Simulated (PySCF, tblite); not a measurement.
**C₄H₇ClO₂Si: geometry, infrared bands and NMR shifts**

Wanted: the infrared bands and NMR shifts of C₄H₇ClO₂Si (`O=C=C(Cl)CCO[SiH3]`), by calculation.

Programs: tblite 0.8.0 and PySCF 2.14.0, with density-fitted response routines of our own. Each step states its level of theory. These are calculated values for one molecule in the gas phase, unless marked as measured. Atoms are numbered from 0 throughout.

### 1 Starting geometry

15 atoms, charge 0, multiplicity 1; geometry from: force field or distance geometry start.

Bonds of the start (Å): O0–C1 1.23, C1–C2 1.31, C2–Cl3 1.78, C2–C4 1.47, C4–C5 1.47, C5–O6 1.40, O6–Si7 1.73, C4–H8 1.12, C4–H9 1.12, C5–H10 1.13, C5–H11 1.11, Si7–H12 1.45, Si7–H13 1.47, Si7–H14 1.48.

### 2 Relaxing the molecule with GFN2-xTB

Job settings and geometry (Å):

```
{"job": {"kind": "relax", "xc": "GFN2-xTB", "basis": "xTB"}, "charge": 0, "multiplicity": 1}
O     -1.746500     2.490900     0.115500
C     -1.950700     1.314700    -0.169600
C     -2.149700     0.051000    -0.435100
Cl    -3.795200    -0.478700    -0.868700
C     -1.114100    -0.985300    -0.422600
C      0.251800    -0.561400    -0.085100
O      0.818900     0.402700    -0.921900
Si     2.395000     0.682800    -0.258500
H     -1.452600    -1.749300     0.320400
H     -1.073700    -1.501000    -1.420300
H      0.917800    -1.463500    -0.193300
H      0.397100    -0.229800     0.964100
H      2.287300     1.611700     0.852500
H      3.371200     1.036400    -1.297400
H      2.839000    -0.613100     0.292600
```

Run with:

```bash
OMP_NUM_THREADS=1 python probes_run.py task.json out
```

The driver reads the jobs from task.json and runs them one after another.

**Question.** This job is followed by: GFN2-xTB harmonic vibrations, gas phase; GIAO PBE0/pcSseg-1 NMR shielding, non-relativistic, gas phase. Predict these results of the whole session: strongest single infrared mode (GFN2-xTB); zero-point energy (GFN2-xTB); 13C shifts against TMS (PBE0/pcSseg-1); 1H shifts against TMS (PBE0/pcSseg-1, means over atoms taken as alike); 17O shifts against H2O (PBE0/pcSseg-1); 35Cl shifts against HCl (PBE0/pcSseg-1); 29Si shifts against TMS (PBE0/pcSseg-1).

As calculated:

| quantity | value |
| --- | --- |
| strongest single infrared mode (GFN2-xTB) | 2263 cm⁻¹, 756 km/mol |
| zero-point energy (GFN2-xTB) | 61.5 kcal/mol |
| 13C shifts against TMS (PBE0/pcSseg-1) | 212.9, 66.3, 63.4, 38.0 ppm |
| 1H shifts against TMS (PBE0/pcSseg-1, means over atoms taken as alike) | 4.78, 3.92, 2.70 ppm |
| 17O shifts against H2O (PBE0/pcSseg-1) | 420.5, 26.4 ppm |
| 35Cl shifts against HCl (PBE0/pcSseg-1) | 55 ppm |
| 29Si shifts against TMS (PBE0/pcSseg-1) | -34.8 ppm |

Relaxing lowered the energy by 0.983 eV in 133 steps; the close pair that moved most is O6–Si7, from 1.733 to 1.628 Å. No mode is imaginary among the 39: a minimum at this level. The strongest single mode, at 2263 cm⁻¹, moves mainly C1. GFN2-xTB is a fitted tight-binding method: band positions and strengths are rough. Its intensities can rank the bands wrongly. At PBE0/pcSseg-1: Shielding is most anisotropic at O0 (span 378 ppm, paramagnetic term -486 ppm).
